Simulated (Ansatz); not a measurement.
# C2H6BN: a ladder of functionals and wavefunction methods

The task here is to estimate one member of a computed series from the others.

Program: Ansatz 0.2.0, Gaussian basis. Level of theory: functionals in def2-TZVPP, the program's frozen cores in correlated methods. These are calculated values, not measurements.

The runs, in order: LDA (SPW92), PBE-D4, revPBE-D4, BLYP-D4, r2SCAN-D4, B97M-V, PBE0-D4, B3LYP-D4, r2SCANh-D4, r2SCAN0-D4, HSE06-D4, BHLYP-D4, CAM-B3LYP-D4, LC-ωPBE, ωB97X-V, ωB97M-V, B2PLYP, PBE-QIDH; CCSD(T)/def2-SVP; CCSD(T)/def2-TZVPP; MP2/def2-QZVPP; extrapolation to the limit; RPA on PBE.

## Structure used throughout

An earlier PBE0-D4 in a triple-zeta def2 set relaxation fixed the geometry.

SMILES `B1CCN1`, 10 atoms, charge 0, spin multiplicity 1.

Atoms are counted from 1 here; the program's logs count them from 0.

Bond lengths: B1–C2 1.595 Å, B1–N4 1.394 Å, B1–H5 1.195 Å, C2–C3 1.550 Å, C2–H6 1.091 Å, C2–H7 1.091 Å, C3–N4 1.460 Å, C3–H8 1.095 Å, C3–H9 1.095 Å, N4–H10 1.006 Å. Angles: C2–B1–N4 91.0°, C2–B1–H5 138.8°, N4–B1–H5 130.2°, B1–C2–C3 83.8°, B1–C2–H6 117.2°, B1–C2–H7 117.2°, C3–C2–H6 114.3°, C3–C2–H7 114.3°, H6–C2–H7 108.4°, C2–C3–N4 90.5°, C2–C3–H8 114.8°, C2–C3–H9 114.8°, N4–C3–H8 113.6°, N4–C3–H9 113.6°, H8–C3–H9 108.7°, B1–N4–C3 94.7°, B1–N4–H10 138.5°, C3–N4–H10 126.8°.

The first run:

File in.yaml:

```yaml
crystal:
  periodic: [false, false, false]
  atoms:
    - {symbol: B, position_ang: [-0.199493, 0.702568, -0.937626]}
    - {symbol: C, position_ang: [0.148939, 0.787243, 0.616912]}
    - {symbol: C, position_ang: [0.125478, -0.760051, 0.533973]}
    - {symbol: N, position_ang: [-0.193132, -0.690590, -0.889156]}
    - {symbol: H, position_ang: [-0.402521, 1.441512, -1.854312]}
    - {symbol: H, position_ang: [-0.609332, 1.213487, 1.276125]}
    - {symbol: H, position_ang: [1.118523, 1.208009, 0.889088]}
    - {symbol: H, position_ang: [-0.653303, -1.240542, 1.135090]}
    - {symbol: H, position_ang: [1.083356, -1.246067, 0.746045]}
    - {symbol: H, position_ang: [-0.335414, -1.466869, -1.513138]}
basis:
  gaussian: {orbitals: def2-TZVPP}
hamiltonian: {xc: lda}
output: {orbitals: {seedname: orbitals}}
```

Command:

```bash
ansatz run in.yaml --threads 2 --pin off --events-out ev --progress --plain --max-ram 4352MiB
```

Steps of the session up to this table: LDA; PBE-D4 (GGA); revPBE-D4 (GGA); BLYP-D4 (GGA); r2SCAN-D4 (meta-GGA); B97M-V (meta-GGA); B3LYP-D4 (hybrid); r2SCANh-D4 (hybrid); r2SCAN0-D4 (hybrid); HSE06-D4 (hybrid); BHLYP-D4 (hybrid); CAM-B3LYP-D4 (range-separated); LC-ωPBE (range-separated); ωB97X-V (range-separated); ωB97M-V (range-separated); B2PLYP (double hybrid); PBE-QIDH (double hybrid).

One table of the session follows, with a row left open; its other results are not shown here.

```
  functional  HOMO (eV)  LUMO (eV)  gap (eV)
 LDA (SPW92)      -6.58      -0.66      5.92
      PBE-D4          ?          ?         ?
   revPBE-D4      -6.38      -0.36      6.03
     BLYP-D4      -6.30      -0.32      5.98
   r2SCAN-D4      -6.64      -0.07      6.57
      B97M-V      -6.72      -0.14      6.58
     PBE0-D4      -7.72       0.53      8.24
    B3LYP-D4      -7.48       0.28      7.77
  r2SCANh-D4      -7.13       0.26      7.39
  r2SCAN0-D4      -7.87       0.76      8.62
    HSE06-D4      -7.31       0.15      7.46
    BHLYP-D4      -8.90       1.47     10.37
CAM-B3LYP-D4      -9.11       1.57     10.68
     LC-ωPBE     -10.52       2.75     13.26
     ωB97X-V     -10.13       2.63     12.76
     ωB97M-V     -10.06       2.33     12.39
```

Q: Estimate the row for PBE-D4 from the others.

**Answer.** HOMO (eV): -6.44; LUMO (eV): -0.44; gap (eV): 5.99. In the column «HOMO (eV)» it lies between LDA (SPW92) (-6.58) and revPBE-D4 (-6.38).
